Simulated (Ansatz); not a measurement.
**CH₃ClF₂SZr: taking an electron away**

The task here is to estimate one member of a computed series from the others.

The runs use Ansatz 0.2.0, Gaussian basis; unrestricted cation, the program's frozen cores in correlated methods.

Plan: UKS PBE-D4/def2-TZVPP; UKS r2SCAN-D4/def2-TZVPP; UKS PBE0-D4/def2-TZVPP; UKS B3LYP-D4/def2-TZVPP; UKS wB97X-V/def2-TZVPP; UKS wB97M-V/def2-TZVPP; UKS B2PLYP/def2-TZVPP; UHF-CCSD(T)/def2-TZVPP; UHF-MP2/def2-QZVPP; extrapolation to the limit; then −ε(HOMO) from the neutral's earlier runs with LDA (SPW92), PBE-D4, revPBE-D4, BLYP-D4, r2SCAN-D4, B97M-V, PBE0-D4, B3LYP-D4, r2SCANh-D4, r2SCAN0-D4, HSE06-D4, BHLYP-D4, CAM-B3LYP-D4, LC-ωPBE, ωB97X-V, ωB97M-V.

## The relaxed structure

All runs share one geometry, relaxed beforehand with PBE0-D4 in a triple-zeta def2 set. Zr takes the def2 core potential; no spin-orbit term is included.

SMILES `C[S][Zr]([F])([F])[Cl]`, 9 atoms, charge 0, spin multiplicity 1.

Atoms are counted from 1 here; the program's logs count them from 0.

Bond lengths: C1–S2 1.829 Å, C1–H7 1.088 Å, C1–H8 1.089 Å, C1–H9 1.099 Å, S2–Zr3 2.399 Å, Zr3–F4 1.896 Å, Zr3–F5 1.896 Å, Zr3–Cl6 2.337 Å. Angles: S2–C1–H7 108.8°, S2–C1–H8 108.8°, S2–C1–H9 114.3°, H7–C1–H8 110.5°, H7–C1–H9 107.1°, H8–C1–H9 107.1°, C1–S2–Zr3 88.1°, S2–Zr3–F4 108.3°, S2–Zr3–F5 108.3°, S2–Zr3–Cl6 108.6°, F4–Zr3–F5 107.9°, F4–Zr3–Cl6 111.8°, F5–Zr3–Cl6 111.8°.

As a file:

```xyz
9

C     0.64136   -1.40195   -0.19424
S     0.29382   -0.63589    1.42945
Zr   -0.57920    1.26631    0.25600
F    -1.99835    0.67995   -0.85550
F     0.78871    1.95528   -0.86077
Cl   -1.29753    2.84256    1.82459
H     1.71076   -1.58892   -0.27307
H     0.08423   -2.33404   -0.26978
H     0.35619   -0.78330   -1.05669
```

Set-up of the first run:

Input file in.yaml:

```yaml
crystal:
  periodic: [false, false, false]
  atoms:
    - {symbol: C, position_ang: [0.641363, -1.401947, -0.194238]}
    - {symbol: S, position_ang: [0.293819, -0.635887, 1.429446]}
    - {symbol: Zr, position_ang: [-0.579195, 1.266307, 0.256003]}
    - {symbol: F, position_ang: [-1.998347, 0.679948, -0.855497]}
    - {symbol: F, position_ang: [0.788712, 1.955279, -0.860767]}
    - {symbol: Cl, position_ang: [-1.297534, 2.842562, 1.824590]}
    - {symbol: H, position_ang: [1.710762, -1.588918, -0.273066]}
    - {symbol: H, position_ang: [0.084234, -2.334037, -0.269776]}
    - {symbol: H, position_ang: [0.356186, -0.783296, -1.056694]}
basis:
  gaussian: {orbitals: def2-TZVPP}
total_charge: 1
magnetization: {spin_polarized: true, initial_magnetization: 1}
hamiltonian: {xc: pbe, dispersion: d4}
```

On the command line:

```sh
$ ansatz run in.yaml --threads 2 --pin off --events-out ev --progress --plain --max-ram 31744MiB --backend cuda --devices 0, --max-vram 18GiB
```

Steps of the session up to this table: Cation, UKS PBE-D4/def2-TZVPP; Cation, UKS r2SCAN-D4/def2-TZVPP; Cation, UKS PBE0-D4/def2-TZVPP; Cation, UKS B3LYP-D4/def2-TZVPP; Cation, UKS wB97X-V/def2-TZVPP; Cation, UKS wB97M-V/def2-TZVPP; Cation, UKS B2PLYP (frozen core)/def2-TZVPP; Cation, UHF-CCSD(T)/def2-TZVPP; Cation, UHF-MP2/def2-QZVPP.

One of the session's tables, all rows but one given; the rest of the session is left out.

Orbital estimates, from the neutral's runs:

```
  functional  −ε(HOMO) (eV)
 LDA (SPW92)           6.64
      PBE-D4           6.49
   revPBE-D4           6.43
     BLYP-D4           6.34
   r2SCAN-D4           6.77
      B97M-V           6.84
     PBE0-D4           7.71
    B3LYP-D4           7.47
  r2SCANh-D4           7.22
  r2SCAN0-D4              ?
    HSE06-D4           7.31
    BHLYP-D4           8.78
CAM-B3LYP-D4           9.00
     LC-ωPBE          10.35
     ωB97X-V          10.01
     ωB97M-V           9.85
```

**Question.** Estimate the row for r2SCAN0-D4.

Worked estimate for «−ε(HOMO) (eV)». Against the share of exact exchange, r2SCAN-D4 (0, 6.77), r2SCANh-D4 (0.1, 7.22) give a slope of 4.50 per unit share; at 0.25 the line stands at 7.89.

The run gave: −ε(HOMO) (eV): 7.89. In «−ε(HOMO) (eV)» the line misses by 0.00.
